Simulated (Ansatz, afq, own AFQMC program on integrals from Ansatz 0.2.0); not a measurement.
# ZrSi (triplet): quantum Monte Carlo beside coupled cluster, def2-SVP

How near does AFQMC come to the top of the ladder for ZrSi (triplet)?

Program: Ansatz 0.2.0, Gaussian basis, and an in-house AFQMC program (afq) on its integrals; all values are calculated. Level of theory: def2-SVP, frozen cores. These are calculated values, not measurements.

To be run: PBE (unrestricted); r2SCAN (unrestricted); PBE0 (unrestricted); B3LYP (unrestricted); wB97M-V (unrestricted); B2PLYP (unrestricted); CCSD(T) on UHF; CCSDT(Q) on UHF; Phaseless AFQMC, CISD trial on UHF.

2 further runs of the same task are left out: 2 that didn't finish.

## (1) The geometry

The geometry is a PBE0/def2-TZVP stationary point (not a proven minimum) of the parent state, kept for this charge and spin. No spin-orbit coupling is included. Elements past krypton take def2 core potentials.

2 atoms, charge 0, spin multiplicity 3.

Atoms are counted from 1 here; the program's logs count them from 0.

Bond lengths: Zr1–Si2 2.309 Å.

## (2) PBE (unrestricted)

in.yaml

```yaml
crystal:
  periodic: [false, false, false]
  atoms:
    - {symbol: Zr, position_ang: [0.000000, 0.000000, 0.000000]}
    - {symbol: Si, position_ang: [0.000000, 0.000000, 2.308942]}
basis:
  gaussian: {orbitals: def2-SVP}
magnetization: {spin_polarized: true, initial_magnetization: 2}
hamiltonian: {xc: {name: PBE}}
output: {orbitals: {seedname: orbitals}}
```

Run with:

```console
$ ansatz run in.yaml --threads 1 --pin off --events-out ev --progress --plain --max-ram 1843MiB
```

Output:

```text
Functional definition: PBE
  name "PBE"
  cite "Perdew, Burke & Ernzerhof, Phys. Rev. Lett. 77, 3865 (1996) doi:10.1103/PhysRevLett.77.3865"
  parent pbe
  parameter kappa = 0.804
  parameter beta = 0.06672455060314922
  exchange = pbe_x(kappa = kappa, mu = beta*pi^2/3)
  correlation = pbe_c(beta = beta)
474 factors; their error is unknown
mean field evaluation 1: about -9142.8033 eV, gradient 2.2e1 eV
mean field evaluation 2: about -9129.1691 eV, gradient 4.3e1 eV
mean field evaluation 4: about -9146.1911 eV, gradient 5.5e0 eV
mean field evaluation 8: about -9146.4608 eV, gradient 1.1e-1 eV
mean field evaluation 16: about -9146.4298 eV, gradient 2.4e-3 eV
mean field evaluation 32: about -9146.4758 eV, gradient 3.8e-2 eV
mean field evaluation 64: about -9145.7607 eV, gradient 5.3e0 eV
mean field evaluation 96: about -9146.4231 eV, gradient 8.4e-1 eV
mean field evaluation 128: about -9146.4295 eV, gradient 3.1e-1 eV
mean field evaluation 160: about -9146.2284 eV, gradient 4.7e0 eV
mean field evaluation 192: about -9146.3047 eV, gradient 3.4e0 eV
mean field evaluation 224: about -9143.2632 eV, gradient 1.4e1 eV
mean field evaluation 256: about -9145.6830 eV, gradient 9.2e-1 eV
mean field evaluation 288: about -9146.4440 eV, gradient 8.5e-1 eV
mean field -9146.47602445 eV, -336.1267941944 hartree, gradient 8.7e-6 eV, S^2 2.083867; 19 other end points of the search recorded, 0 dependent functions left out
reference -9146.47605759 eV, -336.1267954123 hartree; 14, 12 occupied and 35, 37 virtual orbitals, 474 factors
Total energy: -9146.47605759 eV, -336.1267954123 hartree
```

Wall time 35 s (1 thread of Arm Neoverse V1, shared host); peak memory 0.3 GiB.

From the report: ⟨S²⟩ of the determinant 2.084 (pure triplet: 2.00).

## (3) r2SCAN (unrestricted)

in.yaml, as its differences from that of step 2:

```diff
@@ -8,3 +8,2 @@
 magnetization: {spin_polarized: true, initial_magnetization: 2}
-hamiltonian: {xc: {name: PBE}}
-output: {orbitals: {seedname: orbitals}}
+hamiltonian: {xc: {name: r2SCAN}}
```

Launched as before.

Output (excerpt; [...] marks lines left out):

```text
Functional definition: r2SCAN
  name "r2SCAN"
  cite "Furness, Kaplan, Ning, Perdew & Sun, J. Phys. Chem. Lett. 11, 8208 (2020) doi:10.1021/acs.jpclett.0c02405"
  cite "Furness, Kaplan, Ning, Perdew & Sun, J. Phys. Chem. Lett. 11, 9248 (2020) doi:10.1021/acs.jpclett.0c03077"
  parent r2scan
[...]
474 factors; their error is unknown
[...]
mean field -9149.76331827 eV, -336.2476000140 hartree, gradient 2.3e-6 eV, S^2 2.182745; 12 other end points of the search recorded, 0 dependent functions left out
reference -9149.76334517 eV, -336.2476010028 hartree; 14, 12 occupied and 35, 37 virtual orbitals, 474 factors
Total energy: -9149.76334517 eV, -336.2476010028 hartree
```

It took 1.8 min on 1 thread of Arm Neoverse V1, shared host; peak memory 0.3 GiB.

From the report: ⟨S²⟩ of the determinant 2.183 (pure triplet: 2.00).

## (4) PBE0 (unrestricted)

in.yaml, as its differences from that of step 3:

```diff
@@ -8,2 +8,3 @@
 magnetization: {spin_polarized: true, initial_magnetization: 2}
-hamiltonian: {xc: {name: r2SCAN}}
+hamiltonian: {xc: {name: PBE0}}
+output: {orbitals: {seedname: orbitals}}
```

Launched as before.

Output (excerpt; [...] marks lines left out):

```text
Functional definition: PBE0
  name "PBE0"
  cite "Adamo & Barone, J. Chem. Phys. 110, 6158 (1999) doi:10.1063/1.478522"
  cite "Perdew, Burke & Ernzerhof, Phys. Rev. Lett. 77, 3865 (1996) doi:10.1103/PhysRevLett.77.3865"
  parent pbe
[...]
496 factors; integrals over basis functions are off by at most 8.3e-4 eV
[...]
mean field -9146.27082782 eV, -336.1192533575 hartree, gradient 3.3e-6 eV, S^2 2.085169; 7 other end points of the search recorded, 0 dependent functions left out
reference -9146.27085253 eV, -336.1192542653 hartree; 14, 12 occupied and 35, 37 virtual orbitals, 496 factors
Total energy: -9146.27085253 eV, -336.1192542653 hartree
```

It took 15 s on 1 thread of Arm Neoverse V1, shared host; peak memory 0.3 GiB.

From the report: ⟨S²⟩ of the determinant 2.085 (pure triplet: 2.00).

## (5) B3LYP (unrestricted)

in.yaml, as its differences from that of step 4:

```diff
@@ -8,3 +8,2 @@
 magnetization: {spin_polarized: true, initial_magnetization: 2}
-hamiltonian: {xc: {name: PBE0}}
-output: {orbitals: {seedname: orbitals}}
+hamiltonian: {xc: {name: B3LYP}}
```

Launched as before.

Output (excerpt; [...] marks lines left out):

```text
Functional definition: B3LYP
  name "B3LYP"
  cite "Stephens, Devlin, Chabalowski & Frisch, J. Phys. Chem. 98, 11623 (1994) doi:10.1021/j100096a001"
  cite "Becke, Phys. Rev. A 38, 3098 (1988) doi:10.1103/PhysRevA.38.3098"
  cite "Lee, Yang & Parr, Phys. Rev. B 37, 785 (1988) doi:10.1103/PhysRevB.37.785"
  cite "Vosko, Wilk & Nusair, Can. J. Phys. 58, 1200 (1980) doi:10.1139/p80-159"
[...]
496 factors; integrals over basis functions are off by at most 8.3e-4 eV
[...]
mean field -9150.87194313 eV, -336.2883412263 hartree, gradient 2.8e-6 eV, S^2 2.076331; 10 other end points of the search recorded, 0 dependent functions left out
reference -9150.87211817 eV, -336.2883476589 hartree; 14, 12 occupied and 35, 37 virtual orbitals, 496 factors
Total energy: -9150.87211817 eV, -336.2883476589 hartree
```

Wall time 20 s (1 thread of Arm Neoverse V1, shared host); peak memory 0.3 GiB.

From the report: ⟨S²⟩ of the determinant 2.076 (pure triplet: 2.00).

## (6) wB97M-V (unrestricted)

in.yaml, as its differences from that of step 5:

```diff
@@ -8,2 +8,3 @@
 magnetization: {spin_polarized: true, initial_magnetization: 2}
-hamiltonian: {xc: {name: B3LYP}}
+hamiltonian: {xc: {name: wB97M-V}}
+output: {orbitals: {seedname: orbitals}}
```

The command is unchanged.

Output (excerpt; [...] marks lines left out):

```text
Functional definition: wB97M-V
  name "wB97M-V"
  cite "Mardirossian & Head-Gordon, J. Chem. Phys. 144, 214110 (2016) doi:10.1063/1.4952647"
  cite "Becke, J. Chem. Phys. 107, 8554 (1997) doi:10.1063/1.475007"
  cite "Vydrov & Van Voorhis, J. Chem. Phys. 133, 244103 (2010) doi:10.1063/1.3521275"
  # Of w^i u^j: cxij and so on, Table III.
[...]
  gx(w, u) = 1 - cx + cx01*u + cx10*w
  gss(w, u) = css00 + css04*u^4 + css10*w + css20*w^2 + css43*w^4*u^3
  gos(w, u) = cos00 + cos10*w + (cos20 + cos21*u)*w^2 + (cos60 + cos61*u)*w^6
[...]
      + integral(e_c_pw_mod_opposite_spin*gos(b97_w_opposite, b97_u_opposite)) + vv10(b, c)
496 factors; integrals over basis functions are off by at most 8.3e-4 eV
160 factors; integrals over basis functions are off by at most 6.1e-5 eV
[...]
mean field -9146.85417835 eV, -336.1406910939 hartree, gradient 1.0e-5 eV, S^2 2.057081; 4 other end points of the search recorded, 0 dependent functions left out
reference -9146.85421407 eV, -336.1406924065 hartree; 14, 12 occupied and 35, 37 virtual orbitals, 496 factors
Total energy: -9146.85421407 eV, -336.1406924065 hartree
```

Wall time 35 s (1 thread of Arm Neoverse V1, shared host); peak memory 0.3 GiB.

From the report: ⟨S²⟩ of the determinant 2.057 (pure triplet: 2.00).

## (7) B2PLYP (unrestricted)

in.yaml, as its differences from that of step 6:

```diff
@@ -8,3 +8,3 @@
 magnetization: {spin_polarized: true, initial_magnetization: 2}
-hamiltonian: {xc: {name: wB97M-V}}
-output: {orbitals: {seedname: orbitals}}
+hamiltonian: {xc: {name: B2PLYP}}
+correlation: {electrons: outside_noble_gas}
```

Same command.

Output (excerpt; [...] marks lines left out):

```text
Functional definition: B2PLYP
  name "B2PLYP"
  cite "Grimme, J. Chem. Phys. 124, 034108 (2006) doi:10.1063/1.2148954"
  cite "Becke, Phys. Rev. A 38, 3098 (1988) doi:10.1103/PhysRevA.38.3098"
  cite "Lee, Yang & Parr, Phys. Rev. B 37, 785 (1988) doi:10.1103/PhysRevB.37.785"
[...]
496 factors; integrals over basis functions are off by at most 8.3e-4 eV
[...]
mean field -9140.45822662 eV, -335.9056442032 hartree, gradient 2.4e-6 eV, S^2 2.389283; 10 other end points of the search recorded, 0 dependent functions left out
9 core orbitals not correlated: weight in the atoms' cores, before any rotation towards them, 0.997 or more for the frozen orbitals, at most 0.002 for the correlated occupied ones
reference -9140.45833655 eV, -335.9056482429 hartree; 5, 3 occupied and 35, 37 virtual orbitals, 496 factors
second order -5.75034942 eV of doubles, -0.00000000 eV of singles
Total energy: -9142.01093089 eV, -335.9627050326 hartree
```

Wall time 29 s (1 thread of Arm Neoverse V1, shared host); peak memory 0.3 GiB.

From the report: ⟨S²⟩ of the determinant 2.389 (pure triplet: 2.00).

## (8) CCSD(T) on UHF

in.yaml, as its differences from that of step 7:

```diff
@@ -8,3 +8,2 @@
 magnetization: {spin_polarized: true, initial_magnetization: 2}
-hamiltonian: {xc: {name: B2PLYP}}
-correlation: {electrons: outside_noble_gas}
+correlation: {method: ccsd_t, electrons: outside_noble_gas, hamiltonian_folder: ham}
```

The command is unchanged.

Output (excerpt; [...] marks lines left out):

```text
Functional definition: HF
  name "HF"
  cite "Fock, Z. Phys. 61, 126 (1930) doi:10.1007/BF01340294"
  parent pbe
[...]
496 factors; integrals over basis functions are off by at most 8.3e-4 eV
[...]
mean field -9121.38515708 eV, -335.2047218258 hartree, gradient 5.9e-6 eV, S^2 3.465193; 35 other end points of the search recorded, 0 dependent functions left out
determinant -9121.38515708 eV, -335.2047218258 hartree, with singles and doubles -9125.25214237 eV, -335.3468309140 hartree
determinant -9121.33284221 eV, -335.2027992898 hartree, with singles and doubles -9125.40342274 eV, -335.3523903650 hartree
determinant -9121.25470573 eV, -335.1999278269 hartree, with singles and doubles -9125.12315090 eV, -335.3420905650 hartree
determinant -9121.16822424 eV, -335.1967496910 hartree, with singles and doubles -9125.37348714 eV, -335.3512902521 hartree
[...]
determinant -9120.83549009 eV, -335.1845219365 hartree, with singles and doubles -9125.41354019 eV, -335.3527621745 hartree
determinant -9120.74962990 eV, -335.1813666327 hartree, with singles and doubles -9125.35202998 eV, -335.3505017161 hartree
determinant -9120.74943771 eV, -335.1813595698 hartree, with singles and doubles -9125.38133087 eV, -335.3515785040 hartree
9 core orbitals not correlated: weight in the atoms' cores, before any rotation towards them, 0.996 or more for the frozen orbitals, at most 0.003 for the correlated occupied ones
reference -9121.33284221 eV, -335.2027992898 hartree; 5, 3 occupied and 35, 37 virtual orbitals, 496 factors
second order -2.95181746 eV of doubles, -0.00000000 eV of singles
cycle   1  -4.13669481 eV  change    1.2e-6 eV  update   6.0e-6
[...]
cycle   3  -4.13668391 eV  change    4.5e-6 eV  update   3.9e-6
perturbative correction -0.31089083 eV, -0.0114250273 hartree
Total energy: -9125.78041696 eV, -335.3662446470 hartree
```

Wall time 39 s (1 thread of Arm Neoverse V1, shared host); peak memory 0.3 GiB.

From the report: ⟨S²⟩ of the determinant 3.325 (pure triplet: 2.00); correlation -4.4476 eV; T1 0.138; largest double amplitude 0.13. The determinant is far from a pure spin state, so its energy mixes those of several spin states (harmless only where they are near-degenerate, as at dissociation).

This run also writes the integrals to the folder ham.

## (9) CCSDT(Q) on UHF

in.yaml, as its differences from that of step 8:

```diff
@@ -8,2 +8,2 @@
 magnetization: {spin_polarized: true, initial_magnetization: 2}
-correlation: {method: ccsd_t, electrons: outside_noble_gas, hamiltonian_folder: ham}
+correlation: {method: ccsdt_q, electrons: outside_noble_gas}
```

Launched as before.

Output (excerpt; [...] marks lines left out):

```text
Functional definition: HF
  name "HF"
  cite "Fock, Z. Phys. 61, 126 (1930) doi:10.1007/BF01340294"
  parent pbe
[...]
800 factors; integrals over basis functions are off by at most 1.9e-7 eV
[...]
mean field -9121.38516953 eV, -335.2047222834 hartree, gradient 2.2e-8 eV, S^2 3.465192; 33 other end points of the search recorded, 0 dependent functions left out
determinant -9121.38516953 eV, -335.2047222834 hartree, with singles and doubles -9125.25215141 eV, -335.3468312461 hartree
determinant -9121.33285831 eV, -335.2027998814 hartree, with singles and doubles -9125.40343240 eV, -335.3523907199 hartree
determinant -9121.25472048 eV, -335.1999283690 hartree, with singles and doubles -9125.12316083 eV, -335.3420909298 hartree
determinant -9121.16824260 eV, -335.1967503657 hartree, with singles and doubles -9125.37349744 eV, -335.3512906307 hartree
[...]
determinant -9120.96868410 eV, -335.1894167259 hartree, with singles and doubles -9125.30153603 eV, -335.3486460977 hartree
determinant -9120.74964882 eV, -335.1813673280 hartree, with singles and doubles -9125.35202481 eV, -335.3505015260 hartree
determinant -9120.74945633 eV, -335.1813602542 hartree, with singles and doubles -9125.38135723 eV, -335.3515794727 hartree
9 core orbitals not correlated: weight in the atoms' cores, before any rotation towards them, 0.996 or more for the frozen orbitals, at most 0.003 for the correlated occupied ones
reference -9121.33285831 eV, -335.2027998814 hartree; 5, 3 occupied and 35, 37 virtual orbitals, 800 factors
second order -2.95181579 eV of doubles, -0.00000000 eV of singles
cycle   1  -3.37469155 eV  change   -4.2e-1 eV  update   1.2e-1
[...]
cycle  45  -4.57632887 eV  change    1.9e-7 eV  update   4.6e-7
perturbative correction -0.06028865 eV, -0.0022155671 hartree
Total energy: -9125.96947583 eV, -335.3731924326 hartree
```

Run time: 78 s. Hardware: 1 thread of Arm Neoverse V1, shared host; peak memory 0.3 GiB.

From the report: ⟨S²⟩ of the determinant 3.325 (pure triplet: 2.00); correlation -4.6366 eV; T1 0.170; largest double amplitude 0.16. The determinant is far from a pure spin state, so its energy mixes those of several spin states (harmless only where they are near-degenerate, as at dissociation).

## (10) Phaseless AFQMC, CISD trial on UHF

It reads the integrals that the CCSD(T) run on this determinant wrote.

Run with:

```console
$ afq ham --method phaseless --trial cisd --walkers 60 --populations 1 --least-time 40 --time-step 0.005 --steps-per-block 50 --equilibration-blocks 40 --max-blocks 300 --target-error 0.00034 --factor-cut 1e-05 --start spin_pure --seed 1245 --release-times 0.24,0.51,0.99,1.62,2.4 --release-step 0.03 --release-every 4 --taylor-order 6
```

Output:

```text
orbitals 40  electrons 5 3  factors 323 of 496
reference energy -335.20279929 Eh
CCSD correlation -0.15202034 Eh in 26 cycles, weight of the determinant in the CISD state 0.6071
energy of the start -335.309385 Eh
 block  time / (1/Eh)  mean weight  energy / Eh
     1     0.250  1.0005  -335.324113
     2     0.500  0.9996  -335.332625
     3     0.750  0.9995  -335.342792
     4     1.000  1.0003  -335.348023
     5     1.250  1.0009  -335.353633
     6     1.500  1.0002  -335.355217
     7     1.750  0.9998  -335.364526
     8     2.000  1.0008  -335.373012
     9     2.250  0.9991  -335.373067
    10     2.500  0.9992  -335.380855
    17     4.250  0.9994  -335.378939
    25     6.250  0.9984  -335.355986
    33     8.250  1.0002  -335.370551
    41    10.250  0.9999  -335.372398
    49    12.250  1.0009  -335.367366
    57    14.250  1.0004  -335.366210
    65    16.250  0.9991  -335.381165
    73    18.250  1.0022  -335.364147
    81    20.250  1.0010  -335.367095
    89    22.250  1.0015  -335.369293
    97    24.250  1.0018  -335.362641
   105    26.250  0.9989  -335.361837
   113    28.250  1.0007  -335.380619
   121    30.250  1.0013  -335.384567
   129    32.250  0.9981  -335.379295
   137    34.250  1.0007  -335.366959
   145    36.250  0.9899  -335.364148
   153    38.250  0.9978  -335.348287
   161    40.250  0.9827  -335.385640
   169    42.250  1.0011  -335.356660
   177    44.250  1.0001  -335.359384
   185    46.250  0.9998  -335.369560
   193    48.250  1.0019  -335.364353
   201    50.250  1.0003  -335.366320
   209    52.250  1.0002  -335.360088
   217    54.250  1.0011  -335.361507
   225    56.250  1.0013  -335.363963
   233    58.250  1.0014  -335.359317
   241    60.250  1.0019  -335.366371
   249    62.250  0.9992  -335.368618
   257    64.250  0.9981  -335.359970
   265    66.250  1.0021  -335.370331
   273    68.250  0.9983  -335.368181
   281    70.250  1.0016  -335.366272
   289    72.250  0.9994  -335.363741
   297    74.250  1.0002  -335.364623
   305    76.250  0.9999  -335.358281
   313    78.250  0.9996  -335.361032
   321    80.250  0.9998  -335.365555
   329    82.250  0.9996  -335.353287
   337    84.250  0.9998  -335.357815
blocks merged  error / Eh  count
     1  0.000494  300
     2  0.000616  150
     4  0.000740  75
     8  0.000860  37
    16  0.000988  18
    32  0.001057  9
released: time / (1/Eh)  energy / Eh  error  mean overlap
  0.24  -335.365174  0.001175  1.0058
  0.51  -335.366766  0.001347  1.0024
  0.99  -335.367861  0.001432  1.0107
  1.62  -335.370650  0.001820  1.0141
  2.40  -335.371039  0.001880  1.0317
energy -335.365515 +/- 0.000988 Eh
```

Run time: 8.2 min. Hardware: 1 thread of Arm Neoverse V1, shared host; peak memory 0.3 GiB.

Energy -9125.7605 ± 0.0269 eV. Caveats: constraint bias not in the error; error above the target.

## (11) AFQMC on the ladder

On the UHF determinant, counted from CCSDT(Q) (a yardstick, not exact):

| level | energy (eV) | from CCSDT(Q) (kJ/mol) | statistical error (kJ/mol) | time |
| --- | --- | --- | --- | --- |
| HF | -9121.3328 | +447.4 |  |  |
| MP2 | -9124.2847 | +162.6 |  |  |
| CCSD | -9125.4695 | +48.2 |  |  |
| CCSD(T) | -9125.7804 | +18.2 |  |  |
| CCSDT(Q) | -9125.9695 | 0.0 |  |  |
| Phaseless AFQMC, CISD trial, step 0.005, 60 walkers | -9125.7605 | +20.2 | 2.6 | 8.2 min |

The functionals' totals stand on their own zeros and serve differences with other points: PBE -9146.476 eV; r2SCAN -9149.763 eV; PBE0 -9146.271 eV; B3LYP -9150.872 eV; wB97M-V -9146.854 eV; B2PLYP -9142.011 eV.

## (12) Outcome

```
                                        quantity               value
                    CCSD(T) on UHF from CCSDT(Q)        +18.2 kJ/mol
Phaseless AFQMC, CISD trial on UHF from CCSDT(Q)  +20.2 ± 2.6 kJ/mol
```

On UHF the phaseless walk with the CISD trial lies +20.2 kJ/mol from CCSDT(Q), 8 times its error bar. Error bars are statistical and leave out the constraint, the time step and what remains of the start. Zr carries a core potential, and spin-orbit coupling is left out.
